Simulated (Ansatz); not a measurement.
## Cd2S under changes of volume

One of the cells (26.333 Å³/atom); the others are scaled copies at fixed shape and fractional positions:

```
Cd S
1.0
     3.96267    0.00000    0.00000
    -1.98134    3.43177    0.00000
     0.00000    0.00000    5.80919
Cd S
2 1
Direct
  0.33333 0.66667 0.93272
  0.66667 0.33333 0.57873
  0.33333 0.66667 0.36571
```

The cell comes from a database or a generator and needn't be the stable form of this composition.

* Program: Ansatz 0.2.0
* Functional: LDA
* Potentials or basis: Ansatz PAW
* Cutoff: 420 eV (not typed: the program's choice for these potentials)
* k mesh: 7 × 7 × 4
* Occupations: fermi-dirac, width 0.05 eV
* Spin: no spin polarisation

| volume (Å³/atom) | energy over the lowest point (meV/atom) | pressure (GPa) | gap on the mesh (eV) | largest force (eV/Å) |
| --- | --- | --- | --- | --- |
| 24.753 | 0.00 | -2.6 | 0.47 | 0.127 |
| 25.280 | 10.07 | -3.5 | 0.47 | 0.078 |
| 25.806 | 22.97 | -4.3 | 0.46 | 0.106 |
| 26.333 | 38.33 | -5.0 | 0.46 | 0.149 |
| 26.860 | 55.84 | -5.6 | 0.45 | 0.219 |
| 27.386 | ? | ? | ? | ? |
| 27.913 | 96.21 | -6.6 | 0.44 | 0.348 |

Question: What does the run at 27.386 Å³/atom give?

Answer: Energy over the lowest point 75.21 meV/atom; pressure -6.1 GPa; gap on the mesh 0.45 eV; largest force 0.286 eV/Å.

Worked out: A Birch-Murnaghan fit of order 3 (a polynomial in V^(-2/3)) to the other rows has no minimum within the range. It gives 75.20 meV/atom at 27.386 Å³/atom, against the run's 75.21, and -dE/dV = -6.2 GPa, against -6.1. A straight line through the other rows of the gap, of slope -0.263 eV per unit of ln V, gives 0.45 eV, against the run's 0.45.

Energies are extrapolated to zero smearing.

Caveats: odd divisions of the mesh miss points on the zone boundary, where band edges often lie, so the gap on the mesh can be too wide; the PAW data sets come from PBE, with cores solved anew for the run's functional, which leaves a small shift of forces and pressure.

A mesh can miss the band edges. Spin-orbit coupling on Cd is left out.
